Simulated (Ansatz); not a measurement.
Working through a ladder of methods at one geometry of CH7GaN2O, SMILES [NH3+][GaH2-][NH]C=O

Computed with Ansatz's Python interface.

Interactive session:
```pycon
>>> from pathlib import Path
>>> import ansatz as az
>>> import numpy as np
>>> ch7gan2o = (
...     az.Crystal.molecule()
...     .atom("N", (-1.6487, -0.4254, 0.5151))
...     .atom("Ga", (-0.5449, 0.8042, -0.4449))
...     .atom("N", (1.1678, 0.0032, -0.7704))
...     .atom("C", (2.0309, -0.4331, 0.2799))
...     .atom("O", (1.6946, -0.3031, 1.4865))
...     .atom("H", (-1.4219, -0.3844, 1.5337))
...     .atom("H", (-1.4834, -1.3963, 0.1677))
...     .atom("H", (-2.6547, -0.1803, 0.379))
...     .atom("H", (-1.2428, 1.1677, -1.8494))
...     .atom("H", (-0.3521, 2.1439, 0.4268))
...     .atom("H", (1.4698, -0.1154, -1.7624))
...     .atom("H", (2.9856, -0.8809, 0.0383))
... )
>>> job = ch7gan2o.calculation().basis(gaussian="def2-SVP")
>>> print("functional    E (Ha)        dipole (D)   HOMO (eV)  LUMO (eV)")
functional    E (Ha)        dipole (D)   HOMO (eV)  LUMO (eV)
>>> for name in ["lda", "pbe0", "hf", "b3lyp"]:
...     summary = job.functional(name).forces().orbitals().run(threads=1, runs_dir="runs").report
...     lines = Path(summary["orbitals_path"]).read_text().splitlines()
...     field_of = lambda key: [line.split("=")[1].strip() for line in lines if line.startswith(key)]
...     orbitals = [(27.211386 * float(e), s, float(n)) for e, s, n in zip(field_of("Ene="), field_of("Spin="), field_of("Occup="))]
...     homo = max(e for e, _, n in orbitals if n > 0.5)
...     lumo = min(e for e, _, n in orbitals if n < 0.5)
...     dipole = 4.803205 * np.linalg.norm(summary["charge_distribution"]["dipole_moment_e_ang"])
...     print(f"{name:10s} {summary['free_energy_ev'] / 27.211386246:14.6f} {dipole:9.3f} {homo:11.3f} {lumo:10.3f}")
...
lda          -2146.658312     5.814      -5.206     -1.161
pbe0         -2151.000454     5.925      -6.544     -0.145
hf           -2148.552371     6.124      -9.715      2.881
b3lyp        -2151.559579     5.895      -6.278     -0.503
```

Reading the output:
- Total energies depend on the basis set; only differences at equal settings carry meaning.
- The geometry is a force-field or estimated start, not a minimum of this method, and the basis set is short of its limit. A lower total doesn't mark the better method: functionals have no common bound, and MP2 and coupled cluster aren't variational.
- b3lyp holds the VWN-RPA fit, as in Gaussian; the form of ORCA and Turbomole is b3lyp5.
- Levels such as HOMO and LUMO are orbital energies: with these approximate functionals they aren't the ionisation energy and electron affinity, and their gap isn't the fundamental gap.
- The whole script took 22 s on 1 thread of Arm Neoverse V2, with other jobs on the host, peak memory 0.36 GiB.
